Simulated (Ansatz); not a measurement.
# GaHOF (quartet): from Hartree-Fock to the top rungs, cc-pVDZ

One table from this session's results is given with a row withheld; the runs are named, their logs left out.

The runs use Ansatz 0.2.0, Gaussian basis; cc-pVDZ, core rule «outside noble gas», up to 16 orbitals frozen.

Plan: UHF; CCSD(T) on ROHF; CCSD(T) on UHF; BCCD(T) on ROHF; CISD; CCSDT(Q) on ROHF; CCSDT(Q) on UHF.

23 further runs of the same task are left out: 5 for a known fault of the program, 5 that didn't finish, 13 set aside as unsound or not needed.

## The system

The geometry is a PBE0/def2-TZVP stationary point (not a proven minimum) of the parent state, kept for this charge and spin. No spin-orbit coupling is included. The filled d shell of Ga may be among the frozen orbitals whatever the setting's name suggests; the logs give the count.

4 atoms, charge 0, spin multiplicity 4.

Atoms are counted from 1 here; the program's logs count them from 0.

Bond lengths: F1–Ga2 1.760 Å, Ga2–O3 1.795 Å, O3–H4 0.961 Å. Angles: F1–Ga2–O3 114.8°, Ga2–O3–H4 113.8°.

As a file:

```xyz
4
charge 0, multiplicity 4
F     0.0000   -0.6139    1.4725
Ga    0.0000    0.3208   -0.0184
O     0.0000   -0.6603   -1.5219
H     0.0000   -0.1354   -2.3269
```

Set-up of the first run:

The input, in.yaml:

```yaml
crystal:
  periodic: [false, false, false]
  atoms:
    - {symbol: F, position_ang: [0.000000, -0.613878, 1.472476]}
    - {symbol: Ga, position_ang: [0.000000, 0.320760, -0.018355]}
    - {symbol: O, position_ang: [0.000000, -0.660347, -1.521903]}
    - {symbol: H, position_ang: [0.000000, -0.135382, -2.326935]}
basis:
  gaussian: {orbitals: cc-pVDZ}
magnetization: {spin_polarized: true, initial_magnetization: 3}
hamiltonian: {xc: hf}
output: {orbitals: {seedname: orbitals}}
```

Run with:

```bash
ansatz run in.yaml --threads 1 --pin off --events-out ev --progress --plain --max-ram 2393MiB
```

Among the steps run: UHF; CCSD(T) on ROHF; CCSD(T) on UHF; BCCD(T) on ROHF; CISD; CCSDT(Q) on ROHF; CCSDT(Q) on UHF.

One table of the session follows, with a row left open; its other results are not shown here.

It belongs to the step «Misses and costs». 

| method | from UCCSDT(Q) (meV) |
| --- | --- |
| ROHF | +10942.3 |
| UHF | +10783.3 |
| RMP2 | +736.0 |
| UMP2 | +720.2 |
| RCCSD | ? |
| UCCSD | +221.5 |
| RCCSD(T) | +58.9 |
| UCCSD(T) | +44.5 |
| BCCD(T) | +55.4 |
| RCCSDT | +37.3 |
| UCCSDT | +23.1 |
| RCCSDT(Q) | +18.6 |
| UCCSDT(Q) | 0 |

**Question.** Estimate the row for RCCSD.

**Answer.** from UCCSDT(Q) (meV): +237.4. In the column «from UCCSDT(Q) (meV)» it lies between UCCSD (+221.5) and UMP2 (+720.2).

Not comparable, so not listed: CISD (they don't share determinant, frozen orbitals or solution with the rows shown, or repeat one).

Limits of these values: Restricted and unrestricted rows rest on different reference determinants; where their highest levels disagree by more than a few hundredths of an eV, they describe different states and don't form one ladder.
